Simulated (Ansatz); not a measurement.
**LiGa: properties at the relaxed cell**

The task here is to estimate one member of a computed series from the others.

Program: Ansatz 0.2.0. Level of theory: DFT r2SCAN, scalar-relativistic, plane waves, PAW. These are calculated values, not measurements.

1 further run of the same task is left out (set aside as unsound or not needed).

### The structure to begin with

It takes space group Fd-3m (No. 227, cubic). Conventional cell: a = 6.169 Å, b = 6.169 Å, c = 6.169 Å, α = 90.00°, β = 90.00°, γ = 90.00°. Around Li (site symmetry -43m) lie 4 Ga at 2.67 Å and 4 Li at 2.67 Å. Ga (site symmetry -43m) is surrounded by 4 Ga at 2.67 Å and 4 Li at 2.67 Å.

Structure file:

```
CELL_PARAMETERS angstrom
0.00000 3.08450 3.08450
3.08450 0.00000 3.08450
3.08450 3.08450 0.00000
ATOMIC_POSITIONS crystal
Li 0.00000 0.00000 0.00000
Li 0.25000 0.25000 0.25000
Ga 0.50000 0.50000 0.50000
Ga 0.75000 0.75000 0.75000
```

This cell was relaxed beforehand with the same method: volume 14.67 Å³/atom, gap on the mesh none (metal).

Set-up of the first run:

Input file input.yaml:

```yaml
crystal:
  lattice:
    - [0.0, 3.0845, 3.0845]
    - [3.0845, 0.0, 3.0845]
    - [3.0845, 3.0845, 0.0]
  atoms:
    - { symbol: Li, position: [0.0, 0.0, 0.0] }
    - { symbol: Li, position: [0.25, 0.25, 0.25] }
    - { symbol: Ga, position: [0.5, 0.5, 0.5] }
    - { symbol: Ga, position: [0.75, 0.75, 0.75] }
basis:
  ecutwfc: 500
kpoints:
  mp_grid: { grid: [12, 12, 12] }
  band_path:
    path:
      - [[0.0, 0.0, 0.0], [0.5, 0.0, 0.5], [0.625, 0.25, 0.625]]
      - [[0.375, 0.375, 0.75], [0.0, 0.0, 0.0], [0.5, 0.5, 0.5], [0.5, 0.25, 0.75], [0.5, 0.0, 0.5]]
    npoints: 14
hamiltonian:
  xc: r2scan
scf:
  occupations: { method: gaussian, width: 0.1 }
  n_extra_bands: 10
output:
  forces: true
  stress: true
  eigenvalues: true
  populations: true
  dos: { projected: true, de: 0.02, nscf_kmesh: { grid: [18, 18, 18] } }
  bader: true
  write_density: true
  write_potential: true
  elf: true
  volumetric_format: npy
```

Run with:

```bash
$ ansatz run input.yaml --threads 1 --pin off --max-ram 2560MiB --backend cpu --events-out ev --progress --plain --runs-dir out
```

Steps of the session up to this table: Electronic structure at the relaxed geometry; The cell as listed, for comparison; Point at V/V0 = 0.97; The cell scaled to 1.03 of its volume; The cell scaled to 0.94 of its volume; Point at V/V0 = 1.06; Point at V/V0 = 0.91; Volume × 1.10; Point at V/V0 = 0.88.

One of the session's tables, all rows but one given; the rest of the session is left out.

It belongs to the step «Energy against volume». 

| volume (Å³/atom) | energy above the lowest point (meV/atom) | pressure (GPa) |
| --- | --- | --- |
| 12.912 | 42.7 | 8.72 |
| 13.353 | 22.6 | 5.98 |
| 13.793 | 9.5 | 3.66 |
| 14.233 | 2.2 | 1.68 |
| 14.673 | 0.0 | 0.03 |
| 15.113 | 1.9 | -1.35 |
| 15.554 | ? | ? |
| 16.141 | 18.9 | -3.77 |

Estimate the missing values for volume (Å³/atom) = 15.554.

Worked estimate for «energy above the lowest point (meV/atom)». A straight line through the neighbours (15.113, 1.9) and (16.141, 18.9) gives 1.9 + (18.9 − 1.9) × (15.554 − 15.113) / (16.141 − 15.113) = 9.2; a parabola fitted to 3 rows on both sides gives 7.0.

As computed: energy above the lowest point (meV/atom): 7.3; pressure (GPa): -2.50. In «energy above the lowest point (meV/atom)» the line misses by +1.9 and the parabola by -0.3.
